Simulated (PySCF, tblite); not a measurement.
# C₄H₁₇NSi₃: geometry, infrared bands and NMR shifts

What infrared bands and NMR shifts should C₄H₁₇NSi₃ (`CCCN(C)[SiH]([SiH3])[SiH3]`) show?

Programs: tblite 0.8.0 and PySCF 2.14.0, with density-fitted response routines of our own. Each step states its level of theory. These are calculated values for one molecule in the gas phase, unless marked as measured. Atoms count from 0, in the outputs and in this text.

## (1) The starting structure

25 atoms, charge 0, multiplicity 1; geometry from: force field or distance geometry start.

Bonds of the start (Å): C0–C1 1.53, C1–C2 1.53, C2–N3 1.49, N3–C4 1.49, N3–Si5 1.74, Si5–Si6 2.32, Si5–Si7 2.32, C0–H8 1.09, C0–H9 1.09, C0–H10 1.09, C1–H11 1.11, C1–H12 1.08, C2–H13 1.09, C2–H14 1.11, C4–H15 1.10, C4–H16 1.10, C4–H17 1.10, Si5–H18 1.49, Si6–H19 1.48, Si6–H20 1.49, Si6–H21 1.49, Si7–H22 1.48, Si7–H23 1.47, Si7–H24 1.49.

## (2) Geometry optimisation with GFN2-xTB

The job: settings as JSON, then the geometry in Å.

```
{"job": {"kind": "relax", "xc": "GFN2-xTB", "basis": "xTB"}, "charge": 0, "multiplicity": 1}
C      3.549200    -0.474700    -0.372600
C      2.052800    -0.651900    -0.092700
C      1.406700     0.672000     0.302500
N     -0.050800     0.586600     0.576500
C     -0.272600    -0.093600     1.881300
Si    -1.251700     0.596700    -0.676600
Si    -1.992800    -1.504800    -1.306800
Si    -3.191700     1.715900    -0.090400
H      3.699800     0.220700    -1.201500
H      4.061300    -0.082900     0.510600
H      3.992900    -1.431500    -0.643600
H      1.944000    -1.389500     0.728300
H      1.572900    -1.078700    -0.962100
H      1.917600     1.101000     1.167700
H      1.563000     1.414500    -0.502300
H     -1.277500     0.115600     2.277000
H      0.428100     0.268600     2.642900
H     -0.164000    -1.184300     1.787500
H     -0.616000     1.277900    -1.834000
H     -2.987600    -1.403800    -2.393800
H     -2.625400    -2.189200    -0.138100
H     -0.855900    -2.339600    -1.774500
H     -4.152200     1.707100    -1.218100
H     -2.922400     3.120300     0.265700
H     -3.838600     1.051700     1.076200
```

Command:

```sh
> OMP_NUM_THREADS=1 python probes_run.py task.json out
```

One launch serves the whole session: the jobs run in the order shown.

**Question.** This job is followed by: GFN2-xTB harmonic vibrations, gas phase; GIAO PBE0/pcSseg-1 NMR shielding, non-relativistic, gas phase. What will the session give for the following? strongest single infrared mode (GFN2-xTB); zero-point energy (GFN2-xTB); ¹³C shifts against TMS (PBE0/pcSseg-1); ¹H shifts against TMS (PBE0/pcSseg-1, means over atoms taken as alike); ¹⁵N shifts against NH3 (PBE0/pcSseg-1); ²⁹Si shifts against TMS (PBE0/pcSseg-1, means over atoms taken as alike).

The runs gave:

| quantity | value |
| --- | --- |
| strongest single infrared mode (GFN2-xTB) | 777 cm⁻¹, 802 km/mol |
| zero-point energy (GFN2-xTB) | 121.3 kcal/mol |
| ¹³C shifts against TMS (PBE0/pcSseg-1) | 63.7, 39.9, 25.1, 13.0 ppm |
| ¹H shifts against TMS (PBE0/pcSseg-1, means over atoms taken as alike) | 5.40, 3.44, 2.80, 2.55, 1.43, 0.92 ppm |
| ¹⁵N shifts against NH3 (PBE0/pcSseg-1) | 19.8 ppm |
| ²⁹Si shifts against TMS (PBE0/pcSseg-1, means over atoms taken as alike) | -37.1, -122.3 ppm |

**Reading.** The optimisation took 176 steps and gained 0.298 eV; among the close pairs (by a distance rule), N3–C4 changed most, from 1.488 to 1.440 Å. No mode is imaginary among the 69: a minimum at this level. The strongest single mode, at 777 cm⁻¹, has its largest shares on H20, H19, H24 and H23 (the list is cut at 4 atoms). GFN2-xTB is a fitted tight-binding method: band positions and strengths are rough. Its intensities can rank the bands wrongly. The most deshielded carbon is C2 (sp3 CH2 bonded to N), at 63.7 ppm: pulled downfield by the heteroatom. At PBE0/pcSseg-1: Shielding is most anisotropic at Si5 (span 173 ppm, paramagnetic term -497 ppm).
